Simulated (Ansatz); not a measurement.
# AsH+ (doublet): PBE, BLYP, r2SCAN over a scan of the distance As1–H2, cc-pVQZ, part 2 of 3

Ansatz 0.2.0, Gaussian basis; cc-pVQZ, all electrons in the functionals.

### 15 BLYP, 1.535 Å

in.yaml reads:

```yaml
crystal:
  periodic: [false, false, false]
  atoms:
    - {symbol: As, position_ang: [0.000000, 0.000000, 0.000000]}
    - {symbol: H, position_ang: [0.000000, 0.000000, 1.534800]}
basis:
  gaussian: {orbitals: cc-pVQZ}
total_charge: 1
magnetization: {spin_polarized: true, initial_magnetization: 1}
hamiltonian: {xc: {name: BLYP}}
```

On the command line:

```
$ ansatz run in.yaml --threads 2 --pin off --events-out ev --progress --plain --max-ram 15360MiB --backend cuda --devices 0, --max-vram 18GiB
```

What it wrote, shortened:

```text
Functional definition: BLYP
  name "BLYP"
  cite "Becke, Phys. Rev. A 38, 3098 (1988) doi:10.1103/PhysRevA.38.3098"
  cite "Lee, Yang & Parr, Phys. Rev. B 37, 785 (1988) doi:10.1103/PhysRevB.37.785"
[...]
480 factors; their error is unknown
[...]
mean field -60849.11308543 eV, -2236.1636608795 hartree, gradient 1.1e-5 eV, S^2 0.751962; 3 other end points of the search recorded, 0 dependent functions left out
reference -60849.11332262 eV, -2236.1636695957 hartree; 17, 16 occupied and 81, 82 virtual orbitals, 480 factors
Total energy: -60849.11332262 eV, -2236.1636695957 hartree
```

It took 4.5 s on 1 × H100 (card shared with other runs) with 2 threads of AMD EPYC 7R13, shared host; peak host memory 0.76 GiB.

From the report: ⟨S²⟩ of the determinant 0.752 (pure doublet: 0.75).

### 16 BLYP, 1.658 Å

in.yaml: that of step 15 with these lines changed.

```diff
@@ -4,3 +4,3 @@
     - {symbol: As, position_ang: [0.000000, 0.000000, 0.000000]}
-    - {symbol: H, position_ang: [0.000000, 0.000000, 1.534800]}
+    - {symbol: H, position_ang: [0.000000, 0.000000, 1.658000]}
 basis:
```

The command is unchanged.

What it wrote, shortened:

```text
Functional definition: BLYP
  name "BLYP"
  cite "Becke, Phys. Rev. A 38, 3098 (1988) doi:10.1103/PhysRevA.38.3098"
  cite "Lee, Yang & Parr, Phys. Rev. B 37, 785 (1988) doi:10.1103/PhysRevB.37.785"
[...]
480 factors; their error is unknown
[...]
mean field -60849.03678564 eV, -2236.1608569136 hartree, gradient 1.5e-5 eV, S^2 0.752184; 2 other end points of the search recorded, 0 dependent functions left out
reference -60849.03702511 eV, -2236.1608657141 hartree; 17, 16 occupied and 81, 82 virtual orbitals, 480 factors
Total energy: -60849.03702511 eV, -2236.1608657141 hartree
```

It took 3.8 s on 1 × H100 (card shared with other runs) with 2 threads of AMD EPYC 7R13, shared host; peak host memory 0.77 GiB.

From the report: ⟨S²⟩ of the determinant 0.752 (pure doublet: 0.75).

From 1.535 Å: +1.8 kcal/mol.

### 17 BLYP, 1.902 Å

in.yaml: that of step 16 with these lines changed.

```diff
@@ -4,3 +4,3 @@
     - {symbol: As, position_ang: [0.000000, 0.000000, 0.000000]}
-    - {symbol: H, position_ang: [0.000000, 0.000000, 1.658000]}
+    - {symbol: H, position_ang: [0.000000, 0.000000, 1.902000]}
 basis:
```

Launched as before.

What it wrote, shortened:

```text
Functional definition: BLYP
  name "BLYP"
  cite "Becke, Phys. Rev. A 38, 3098 (1988) doi:10.1103/PhysRevA.38.3098"
  cite "Lee, Yang & Parr, Phys. Rev. B 37, 785 (1988) doi:10.1103/PhysRevB.37.785"
[...]
480 factors; their error is unknown
[...]
mean field -60848.51296559 eV, -2236.1416068820 hartree, gradient 2.3e-5 eV, S^2 0.753519; 8 other end points of the search recorded, 0 dependent functions left out
reference -60848.51320815 eV, -2236.1416157958 hartree; 17, 16 occupied and 81, 82 virtual orbitals, 480 factors
Total energy: -60848.51320815 eV, -2236.1416157958 hartree
```

Wall time 3.4 s (1 × H100 (card shared with other runs) with 2 threads of AMD EPYC 7R13, shared host); peak host memory 0.77 GiB.

From the report: ⟨S²⟩ of the determinant 0.754 (pure doublet: 0.75).

From 1.535 Å: +13.8 kcal/mol.

### 18 BLYP, 2.135 Å

in.yaml: that of step 17 with these lines changed.

```diff
@@ -4,3 +4,3 @@
     - {symbol: As, position_ang: [0.000000, 0.000000, 0.000000]}
-    - {symbol: H, position_ang: [0.000000, 0.000000, 1.902000]}
+    - {symbol: H, position_ang: [0.000000, 0.000000, 2.135000]}
 basis:
```

Launched as before.

What it wrote, shortened:

```text
Functional definition: BLYP
  name "BLYP"
  cite "Becke, Phys. Rev. A 38, 3098 (1988) doi:10.1103/PhysRevA.38.3098"
  cite "Lee, Yang & Parr, Phys. Rev. B 37, 785 (1988) doi:10.1103/PhysRevB.37.785"
[...]
480 factors; their error is unknown
[...]
mean field -60847.86603509 eV, -2236.1178326247 hartree, gradient 2.0e-6 eV, S^2 0.760470; 11 other end points of the search recorded, 0 dependent functions left out
reference -60847.86627971 eV, -2236.1178416143 hartree; 17, 16 occupied and 81, 82 virtual orbitals, 480 factors
Total energy: -60847.86627971 eV, -2236.1178416143 hartree
```

It took 4 s on 1 × H100 (card shared with other runs) with 2 threads of AMD EPYC 7R13, shared host; peak host memory 0.77 GiB.

From the report: ⟨S²⟩ of the determinant 0.760 (pure doublet: 0.75).

From 1.535 Å: +28.8 kcal/mol.

### 19 BLYP, 2.426 Å

in.yaml: that of step 18 with these lines changed.

```diff
@@ -4,3 +4,3 @@
     - {symbol: As, position_ang: [0.000000, 0.000000, 0.000000]}
-    - {symbol: H, position_ang: [0.000000, 0.000000, 2.135000]}
+    - {symbol: H, position_ang: [0.000000, 0.000000, 2.426000]}
 basis:
```

Launched as before.

What it wrote, shortened:

```text
Functional definition: BLYP
  name "BLYP"
  cite "Becke, Phys. Rev. A 38, 3098 (1988) doi:10.1103/PhysRevA.38.3098"
  cite "Lee, Yang & Parr, Phys. Rev. B 37, 785 (1988) doi:10.1103/PhysRevB.37.785"
[...]
480 factors; their error is unknown
[...]
mean field -60847.12077933 eV, -2236.0904449804 hartree, gradient 7.4e-6 eV, S^2 0.879515; 10 other end points of the search recorded, 0 dependent functions left out
reference -60847.12102910 eV, -2236.0904541594 hartree; 17, 16 occupied and 81, 82 virtual orbitals, 480 factors
Total energy: -60847.12102910 eV, -2236.0904541594 hartree
```

Wall time 6 s (1 × H100 (card shared with other runs) with 2 threads of AMD EPYC 7R13, shared host); peak host memory 0.77 GiB.

From the report: ⟨S²⟩ of the determinant 0.880 (pure doublet: 0.75).

From 1.535 Å: +45.9 kcal/mol.

### 20 BLYP, 2.817 Å

in.yaml: that of step 19 with these lines changed.

```diff
@@ -4,3 +4,3 @@
     - {symbol: As, position_ang: [0.000000, 0.000000, 0.000000]}
-    - {symbol: H, position_ang: [0.000000, 0.000000, 2.426000]}
+    - {symbol: H, position_ang: [0.000000, 0.000000, 2.817000]}
 basis:
```

Same command.

What it wrote, shortened:

```text
Functional definition: BLYP
  name "BLYP"
  cite "Becke, Phys. Rev. A 38, 3098 (1988) doi:10.1103/PhysRevA.38.3098"
  cite "Lee, Yang & Parr, Phys. Rev. B 37, 785 (1988) doi:10.1103/PhysRevB.37.785"
[...]
480 factors; their error is unknown
[...]
mean field -60846.53251310 eV, -2236.0688265955 hartree, gradient 1.2e-5 eV, S^2 1.437039; 16 other end points of the search recorded, 0 dependent functions left out
reference -60846.53277357 eV, -2236.0688361673 hartree; 17, 16 occupied and 81, 82 virtual orbitals, 480 factors
Total energy: -60846.53277357 eV, -2236.0688361673 hartree
```

It took 3.9 s on 1 × H100 (card shared with other runs) with 2 threads of AMD EPYC 7R13, shared host; peak host memory 0.77 GiB.

From the report: ⟨S²⟩ of the determinant 1.437 (pure doublet: 0.75). The determinant is far from a pure spin state, so its energy mixes those of several spin states (harmless only where they are near-degenerate, as at dissociation).

From 1.535 Å: +59.5 kcal/mol.

### 21 BLYP, 3.310 Å

in.yaml: that of step 20 with these lines changed.

```diff
@@ -4,3 +4,3 @@
     - {symbol: As, position_ang: [0.000000, 0.000000, 0.000000]}
-    - {symbol: H, position_ang: [0.000000, 0.000000, 2.817000]}
+    - {symbol: H, position_ang: [0.000000, 0.000000, 3.310000]}
 basis:
```

Launched as before.

What it wrote, shortened:

```text
Functional definition: BLYP
  name "BLYP"
  cite "Becke, Phys. Rev. A 38, 3098 (1988) doi:10.1103/PhysRevA.38.3098"
  cite "Lee, Yang & Parr, Phys. Rev. B 37, 785 (1988) doi:10.1103/PhysRevB.37.785"
[...]
480 factors; their error is unknown
[...]
mean field -60846.28663699 eV, -2236.0597908150 hartree, gradient 4.0e-6 eV, S^2 1.751964; 7 other end points of the search recorded, 0 dependent functions left out
reference -60846.28691631 eV, -2236.0598010799 hartree; 17, 16 occupied and 81, 82 virtual orbitals, 480 factors
Total energy: -60846.28691631 eV, -2236.0598010799 hartree
```

It took 13 s on 1 × H100 (card shared with other runs) with 2 threads of AMD EPYC 7R13, shared host; peak host memory 0.77 GiB.

From the report: ⟨S²⟩ of the determinant 1.752 (pure doublet: 0.75). The determinant is far from a pure spin state, so its energy mixes those of several spin states (harmless only where they are near-degenerate, as at dissociation).

From 1.535 Å: +65.2 kcal/mol.

### 22 BLYP, 4.081 Å

in.yaml: that of step 21 with these lines changed.

```diff
@@ -4,3 +4,3 @@
     - {symbol: As, position_ang: [0.000000, 0.000000, 0.000000]}
-    - {symbol: H, position_ang: [0.000000, 0.000000, 3.310000]}
+    - {symbol: H, position_ang: [0.000000, 0.000000, 4.081000]}
 basis:
```

Launched as before.

What it wrote, shortened:

```text
Functional definition: BLYP
  name "BLYP"
  cite "Becke, Phys. Rev. A 38, 3098 (1988) doi:10.1103/PhysRevA.38.3098"
  cite "Lee, Yang & Parr, Phys. Rev. B 37, 785 (1988) doi:10.1103/PhysRevB.37.785"
[...]
480 factors; their error is unknown
[...]
mean field -60846.18169975 eV, -2236.0559344424 hartree, gradient 5.6e-7 eV, S^2 1.751974; 6 other end points of the search recorded, 0 dependent functions left out
reference -60846.18198961 eV, -2236.0559450947 hartree; 17, 16 occupied and 81, 82 virtual orbitals, 480 factors
Total energy: -60846.18198961 eV, -2236.0559450947 hartree
```

Run time: 3.9 s. Hardware: 1 × H100 (card shared with other runs) with 2 threads of AMD EPYC 7R13, shared host; peak host memory 0.78 GiB.

From the report: ⟨S²⟩ of the determinant 1.752 (pure doublet: 0.75). The determinant is far from a pure spin state, so its energy mixes those of several spin states (harmless only where they are near-degenerate, as at dissociation).

From 1.535 Å: +67.6 kcal/mol.

### 23 BLYP, 5.241 Å

in.yaml: that of step 22 with these lines changed.

```diff
@@ -4,3 +4,3 @@
     - {symbol: As, position_ang: [0.000000, 0.000000, 0.000000]}
-    - {symbol: H, position_ang: [0.000000, 0.000000, 4.081000]}
+    - {symbol: H, position_ang: [0.000000, 0.000000, 5.241000]}
 basis:
```

The command is unchanged.

What it wrote, shortened:

```text
Functional definition: BLYP
  name "BLYP"
  cite "Becke, Phys. Rev. A 38, 3098 (1988) doi:10.1103/PhysRevA.38.3098"
  cite "Lee, Yang & Parr, Phys. Rev. B 37, 785 (1988) doi:10.1103/PhysRevB.37.785"
[...]
480 factors; their error is unknown
[...]
mean field -60846.20504437 eV, -2236.0567923416 hartree, gradient 9.7e-6 eV, S^2 1.751418; 16 other end points of the search recorded, 0 dependent functions left out
reference -60846.20536182 eV, -2236.0568040075 hartree; 17, 16 occupied and 81, 82 virtual orbitals, 480 factors
Total energy: -60846.20536182 eV, -2236.0568040075 hartree
```

Run time: 7 s. Hardware: 1 × H100 (card shared with other runs) with 2 threads of AMD EPYC 7R13, shared host; peak host memory 0.78 GiB.

From the report: ⟨S²⟩ of the determinant 1.751 (pure doublet: 0.75). The determinant is far from a pure spin state, so its energy mixes those of several spin states (harmless only where they are near-degenerate, as at dissociation).

From 1.535 Å: +67.1 kcal/mol.

### 24 r2SCAN, 1.256 Å

in.yaml reads:

```yaml
crystal:
  periodic: [false, false, false]
  atoms:
    - {symbol: As, position_ang: [0.000000, 0.000000, 0.000000]}
    - {symbol: H, position_ang: [0.000000, 0.000000, 1.256000]}
basis:
  gaussian: {orbitals: cc-pVQZ}
total_charge: 1
magnetization: {spin_polarized: true, initial_magnetization: 1}
hamiltonian: {xc: {name: r2SCAN}}
```

Launched as before.

What it wrote, shortened:

```text
Functional definition: r2SCAN
  name "r2SCAN"
  cite "Furness, Kaplan, Ning, Perdew & Sun, J. Phys. Chem. Lett. 11, 8208 (2020) doi:10.1021/acs.jpclett.0c02405"
  cite "Furness, Kaplan, Ning, Perdew & Sun, J. Phys. Chem. Lett. 11, 9248 (2020) doi:10.1021/acs.jpclett.0c03077"
  parent r2scan
[...]
480 factors; their error is unknown
[...]
mean field -60846.05496772 eV, -2236.0512771265 hartree, gradient 2.6e-5 eV, S^2 0.755415; 4 other end points of the search recorded, 0 dependent functions left out
reference -60846.05498012 eV, -2236.0512775822 hartree; 17, 16 occupied and 81, 82 virtual orbitals, 480 factors
Total energy: -60846.05498012 eV, -2236.0512775822 hartree
```

Wall time 4.2 s (1 × H100 (card shared with other runs) with 2 threads of AMD EPYC 7R13, shared host); peak host memory 0.78 GiB.

From the report: ⟨S²⟩ of the determinant 0.755 (pure doublet: 0.75).

### 25 r2SCAN, 1.368 Å

in.yaml: that of step 24 with these lines changed.

```diff
@@ -4,3 +4,3 @@
     - {symbol: As, position_ang: [0.000000, 0.000000, 0.000000]}
-    - {symbol: H, position_ang: [0.000000, 0.000000, 1.256000]}
+    - {symbol: H, position_ang: [0.000000, 0.000000, 1.368000]}
 basis:
```

Same command.

What it wrote, shortened:

```text
Functional definition: r2SCAN
  name "r2SCAN"
  cite "Furness, Kaplan, Ning, Perdew & Sun, J. Phys. Chem. Lett. 11, 8208 (2020) doi:10.1021/acs.jpclett.0c02405"
  cite "Furness, Kaplan, Ning, Perdew & Sun, J. Phys. Chem. Lett. 11, 9248 (2020) doi:10.1021/acs.jpclett.0c03077"
  parent r2scan
[...]
480 factors; their error is unknown
[...]
mean field -60846.79832877 eV, -2236.0785951410 hartree, gradient 1.2e-5 eV, S^2 0.755516; 4 other end points of the search recorded, 0 dependent functions left out
reference -60846.79834127 eV, -2236.0785956005 hartree; 17, 16 occupied and 81, 82 virtual orbitals, 480 factors
Total energy: -60846.79834127 eV, -2236.0785956005 hartree
```

It took 1.7 s on 1 × H100 (card shared with other runs) with 2 threads of AMD EPYC 7R13, shared host; peak host memory 0.78 GiB.

From the report: ⟨S²⟩ of the determinant 0.756 (pure doublet: 0.75).

### 26 r2SCAN, 1.535 Å

in.yaml reads:

```yaml
crystal:
  periodic: [false, false, false]
  atoms:
    - {symbol: As, position_ang: [0.000000, 0.000000, 0.000000]}
    - {symbol: H, position_ang: [0.000000, 0.000000, 1.534800]}
basis:
  gaussian: {orbitals: cc-pVQZ}
total_charge: 1
magnetization: {spin_polarized: true, initial_magnetization: 1}
hamiltonian: {xc: {name: r2SCAN}}
output: {forces: true}
```

The command is unchanged.

What it wrote, shortened:

```text
Functional definition: r2SCAN
  name "r2SCAN"
  cite "Furness, Kaplan, Ning, Perdew & Sun, J. Phys. Chem. Lett. 11, 8208 (2020) doi:10.1021/acs.jpclett.0c02405"
  cite "Furness, Kaplan, Ning, Perdew & Sun, J. Phys. Chem. Lett. 11, 9248 (2020) doi:10.1021/acs.jpclett.0c03077"
  parent r2scan
[...]
480 factors; their error is unknown
[...]
mean field -60847.10470581 eV, -2236.0898542895 hartree, gradient 1.3e-5 eV, S^2 0.755767; 3 other end points of the search recorded, 0 dependent functions left out
[...]
reference -60847.10471851 eV, -2236.0898547562 hartree; 17, 16 occupied and 81, 82 virtual orbitals, 480 factors
Total energy: -60847.10471851 eV, -2236.0898547562 hartree
Atom 0 at     0.000000     0.000000     0.000000 Å, force    -0.000000    -0.000000     0.047147 eV/Å
Atom 1 at     0.000000     0.000000     1.534800 Å, force    -0.000000     0.000000    -0.047147 eV/Å
Dipole moment:     0.000000     0.000000     0.145970 e Å
```

Wall time 5.5 s (1 × H100 (card shared with other runs) with 2 threads of AMD EPYC 7R13, shared host); peak host memory 0.78 GiB.

From the report: ⟨S²⟩ of the determinant 0.756 (pure doublet: 0.75).

### 27 r2SCAN, 1.658 Å

in.yaml reads:

```yaml
crystal:
  periodic: [false, false, false]
  atoms:
    - {symbol: As, position_ang: [0.000000, 0.000000, 0.000000]}
    - {symbol: H, position_ang: [0.000000, 0.000000, 1.658000]}
basis:
  gaussian: {orbitals: cc-pVQZ}
total_charge: 1
magnetization: {spin_polarized: true, initial_magnetization: 1}
hamiltonian: {xc: {name: r2SCAN}}
```

The command is unchanged.

What it wrote, shortened:

```text
Functional definition: r2SCAN
  name "r2SCAN"
  cite "Furness, Kaplan, Ning, Perdew & Sun, J. Phys. Chem. Lett. 11, 8208 (2020) doi:10.1021/acs.jpclett.0c02405"
  cite "Furness, Kaplan, Ning, Perdew & Sun, J. Phys. Chem. Lett. 11, 9248 (2020) doi:10.1021/acs.jpclett.0c03077"
  parent r2scan
[...]
480 factors; their error is unknown
[...]
mean field -60846.98916869 eV, -2236.0856083788 hartree, gradient 8.3e-6 eV, S^2 0.756149; 2 other end points of the search recorded, 0 dependent functions left out
reference -60846.98918156 eV, -2236.0856088516 hartree; 17, 16 occupied and 81, 82 virtual orbitals, 480 factors
Total energy: -60846.98918156 eV, -2236.0856088516 hartree
```

Run time: 4 s. Hardware: 1 × H100 (card shared with other runs) with 2 threads of AMD EPYC 7R13, shared host; peak host memory 0.78 GiB.

From the report: ⟨S²⟩ of the determinant 0.756 (pure doublet: 0.75).

From 1.535 Å: +2.7 kcal/mol.

[end of part 2 of 3]
